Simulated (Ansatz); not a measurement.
# CH4ClGe radical: small, medium and large basis sets

One table from this session's results is given with a row withheld; the runs are named, their logs left out.

Method: one geometry, several basis sets; program: Ansatz 0.2.0, Gaussian basis.

Levels to be run: PBE0-D4/def2-SVP; ωB97M-V/def2-SVP; PBE0-D4/def2-QZVPP; ωB97M-V/def2-QZVPP; the functionals' def2-TZVPP values are taken from earlier runs.

## Structure used throughout

An earlier PBE0-D4 in a triple-zeta def2 set relaxation fixed the geometry.

7 atoms, charge 0, spin multiplicity 2.

Atoms are counted from 1 here; the program's logs count them from 0.

Bond lengths: C1–Ge2 1.911 Å, C1–H4 1.084 Å, C1–H5 1.084 Å, Ge2–Cl3 2.170 Å, Ge2–H6 1.533 Å, Ge2–H7 1.533 Å. Angles: Ge2–C1–H4 121.7°, Ge2–C1–H5 121.7°, H4–C1–H5 116.5°, C1–Ge2–Cl3 108.2°, C1–Ge2–H6 112.1°, C1–Ge2–H7 112.1°, Cl3–Ge2–H6 105.8°, Cl3–Ge2–H7 105.9°, H6–Ge2–H7 112.4°.

The first run:

Input file in.yaml:

```yaml
crystal:
  periodic: [false, false, false]
  atoms:
    - {symbol: C, position_ang: [-1.019157, -0.067948, -0.617480]}
    - {symbol: Ge, position_ang: [0.542265, -0.113828, 0.482640]}
    - {symbol: Cl, position_ang: [1.989168, 1.280729, -0.337085]}
    - {symbol: H, position_ang: [-1.118422, -0.701472, -1.491394]}
    - {symbol: H, position_ang: [-1.812269, 0.651648, -0.449854]}
    - {symbol: H, position_ang: [0.256257, 0.369972, 1.908986]}
    - {symbol: H, position_ang: [1.223260, -1.487101, 0.458387]}
basis:
  gaussian: {orbitals: def2-SVP}
magnetization: {spin_polarized: true, initial_magnetization: 1}
hamiltonian: {xc: pbe0, dispersion: d4}
output: {orbitals: {seedname: orbitals}}
```

The run is started by

```console
> ansatz run in.yaml --threads 4 --pin off --events-out ev --progress --plain --max-ram 10444MiB
```

Steps of the session up to this table: PBE0-D4 in def2-SVP; ωB97M-V in def2-SVP; PBE0-D4 in def2-QZVPP; ωB97M-V in def2-QZVPP.

One of the session's tables, all rows but one given; the rest of the session is left out.

It belongs to the step «Density functionals: the series». 

| functional | basis | HOMO (eV) | LUMO (eV) |
| --- | --- | --- | --- |
| PBE0-D4 | def2-SVP | ? | ? |
| PBE0-D4 | def2-TZVPP | -7.48 | -2.76 |
| PBE0-D4 | def2-QZVPP | -7.50 | -2.80 |
| ωB97M-V | def2-SVP | -9.40 | -0.64 |
| ωB97M-V | def2-TZVPP | -9.49 | -0.92 |
| ωB97M-V | def2-QZVPP | -9.51 | -1.01 |

Estimate the missing values for PBE0-D4, def2-SVP.

**Answer.** HOMO (eV): -7.41; LUMO (eV): -2.60. In the column «HOMO (eV)» it is the highest.
